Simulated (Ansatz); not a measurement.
**CH4InOS radical: a ladder of functionals and wavefunction methods**

One table from this session's results is given with a row withheld; the runs are named, their logs left out.

Computed with Ansatz 0.2.0, Gaussian basis. Level: functionals in def2-TZVPP, the program's frozen cores in correlated methods.

Plan: LDA (SPW92), PBE-D4, revPBE-D4, BLYP-D4, r2SCAN-D4, B97M-V, PBE0-D4, B3LYP-D4, r2SCANh-D4, r2SCAN0-D4, HSE06-D4, BHLYP-D4, CAM-B3LYP-D4, LC-ωPBE, ωB97X-V, ωB97M-V, B2PLYP, PBE-QIDH; CCSD(T)/def2-SVP; CCSD(T)/def2-TZVPP; MP2/def2-QZVPP; extrapolation to the limit; RPA on PBE.

### The geometry

All runs share one geometry, relaxed beforehand with PBE0-D4 in a triple-zeta def2 set. In takes the def2 core potential; no spin-orbit term is included.

SMILES `C[O][In][SH]`, 8 atoms, charge 0, spin multiplicity 2.

Atoms are counted from 1 here; the program's logs count them from 0.

Bond lengths: C1–O2 1.397 Å, C1–H5 1.098 Å, C1–H6 1.098 Å, C1–H7 1.097 Å, O2–In3 2.010 Å, In3–S4 2.432 Å, S4–H8 1.347 Å. Angles: O2–C1–H5 112.8°, O2–C1–H6 112.8°, O2–C1–H7 108.3°, H5–C1–H6 107.9°, H5–C1–H7 107.3°, H6–C1–H7 107.3°, C1–O2–In3 128.3°, O2–In3–S4 109.3°, In3–S4–H8 89.3°.

The first run:

Contents of in.yaml:

```yaml
crystal:
  periodic: [false, false, false]
  atoms:
    - {symbol: C, position_ang: [0.651417, 1.405027, -0.080954]}
    - {symbol: O, position_ang: [0.251856, 0.071139, 0.034855]}
    - {symbol: In, position_ang: [-1.591160, -0.701340, -0.183101]}
    - {symbol: S, position_ang: [-1.499976, -3.105884, 0.168163]}
    - {symbol: H, position_ang: [0.469719, 1.819089, -1.081639]}
    - {symbol: H, position_ang: [0.162126, 2.061602, 0.650722]}
    - {symbol: H, position_ang: [1.731128, 1.458013, 0.103338]}
    - {symbol: H, position_ang: [-0.175110, -3.007637, 0.388615]}
basis:
  gaussian: {orbitals: def2-TZVPP}
magnetization: {spin_polarized: true, initial_magnetization: 1}
hamiltonian: {xc: lda}
output: {orbitals: {seedname: orbitals}}
```

Started as:

```
$ ansatz run in.yaml --threads 4 --pin off --events-out ev --progress --plain --max-ram 10444MiB
```

Among the steps run: LDA; PBE-D4 (GGA); revPBE-D4 (GGA); BLYP-D4 (GGA); r2SCAN-D4 (meta-GGA); B97M-V (meta-GGA); PBE0-D4 (hybrid); B3LYP-D4 (hybrid); r2SCANh-D4 (hybrid); r2SCAN0-D4 (hybrid); HSE06-D4 (hybrid); BHLYP-D4 (hybrid); CAM-B3LYP-D4 (range-separated); LC-ωPBE (range-separated); ωB97X-V (range-separated); ωB97M-V (range-separated); B2PLYP (double hybrid); PBE-QIDH (double hybrid).

One of the session's tables, all rows but one given; the rest of the session is left out.

It belongs to the step «Orbital energies across the functionals». 

```
  functional  HOMO (eV)  LUMO (eV)  gap (eV)
 LDA (SPW92)      -5.36      -4.76      0.60
      PBE-D4      -5.23      -4.44      0.79
   revPBE-D4      -5.18      -4.32      0.86
     BLYP-D4      -5.07      -4.42      0.65
   r2SCAN-D4      -5.60      -4.22      1.37
      B97M-V      -5.32      -4.55      0.77
     PBE0-D4          ?          ?         ?
    B3LYP-D4      -6.08      -4.02      2.07
  r2SCANh-D4      -6.00      -3.94      2.06
  r2SCAN0-D4      -6.60      -3.51      3.09
    HSE06-D4      -5.92      -4.03      1.89
    BHLYP-D4      -7.22      -2.98      4.24
CAM-B3LYP-D4      -7.51      -2.87      4.64
     LC-ωPBE      -8.78      -1.53      7.25
     ωB97X-V      -8.36      -1.88      6.48
     ωB97M-V      -8.32      -2.07      6.25
```

**Question.** Estimate the row for PBE0-D4.

As computed: HOMO (eV): -6.31; LUMO (eV): -3.67; gap (eV): 2.64. In the column «HOMO (eV)» it lies between r2SCAN0-D4 (-6.60) and B3LYP-D4 (-6.08).
